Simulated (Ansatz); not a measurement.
# H8OSi3: the cost of one run

Program: Ansatz 0.2.0. Level of theory: RKS PBE/6-31G*. These are calculated values, not measurements.

## Step 1: The starting structure

Bond lengths: Si1–O2 1.680 Å, O2–Si3 1.680 Å, Si3–H4 1.460 Å, Si3–H5 1.460 Å, Si3–H6 1.460 Å, Si1–H7 1.460 Å, Si1–H8 1.459 Å, Si1–Si9 2.218 Å, Si9–H10 1.460 Å, Si9–H11 1.460 Å, Si9–H12 1.460 Å. Angles (14 of 19 angles, heavy atoms first): Si1–O2–Si3 125.0°, O2–Si1–Si9 109.5°, O2–Si1–H7 109.5°, O2–Si1–H8 109.5°, H7–Si1–Si9 109.5°, H8–Si1–Si9 109.5°, O2–Si3–H4 109.5°, O2–Si3–H5 109.5°, O2–Si3–H6 109.5°, Si1–Si9–H10 109.5°, Si1–Si9–H11 109.5°, Si1–Si9–H12 109.5°, H7–Si1–H8 109.5°, H4–Si3–H5 109.4°.

As a file:

```xyz
12

Si    0.0000    0.0000    0.0000
O     0.0000    0.0000    1.6800
Si   -1.3147   -0.4067    2.6436
H    -2.2390   -1.2403    1.8804
H    -0.8506   -1.1432    3.8157
H    -1.9987    0.8095    3.0733
H     1.3768    0.0000   -0.4862
H    -0.6877    1.1914   -0.4862
Si   -1.0456   -1.8115   -0.7393
H    -1.7029   -2.4846    0.3772
H    -2.0454   -1.4265   -1.7311
H    -0.0777   -2.7173   -1.3511
```

## Step 2: Preparing the start

Contents of input.yaml:

```yaml
crystal:
  periodic: [false, false, false]
  atoms:
    - { symbol: Si, position_ang: [0.0, 0.0, 0.0] }
    - { symbol: O, position_ang: [0.0, 0.0, 1.68] }
    - { symbol: Si, position_ang: [-1.3147, -0.4067, 2.6436] }
    - { symbol: H, position_ang: [-2.239, -1.2403, 1.8804] }
    - { symbol: H, position_ang: [-0.8506, -1.1432, 3.8157] }
    - { symbol: H, position_ang: [-1.9987, 0.8095, 3.0733] }
    - { symbol: H, position_ang: [1.3768, 0.0, -0.4862] }
    - { symbol: H, position_ang: [-0.6877, 1.1914, -0.4862] }
    - { symbol: Si, position_ang: [-1.0456, -1.8115, -0.7393] }
    - { symbol: H, position_ang: [-1.7029, -2.4846, 0.3772] }
    - { symbol: H, position_ang: [-2.0454, -1.4265, -1.7311] }
    - { symbol: H, position_ang: [-0.0777, -2.7173, -1.3511] }
basis:
  gaussian: { orbitals: "6-31G*" }
hamiltonian:
  xc: pbe
relax:
  f_tol: 0.02
  max_steps: 40
```

On the command line:

```bash
> ansatz run input.yaml --threads 1 --pin off --max-ram 2048MiB --backend cpu --events-out ev --progress --plain --runs-dir out
```

What time and memory should one allow on 1 thread of Intel Xeon Platinum 8259CL at 2.50GHz (Skylake/Cascade Lake), shared host?

About 1.8 min, with a peak of 0.15 GiB.
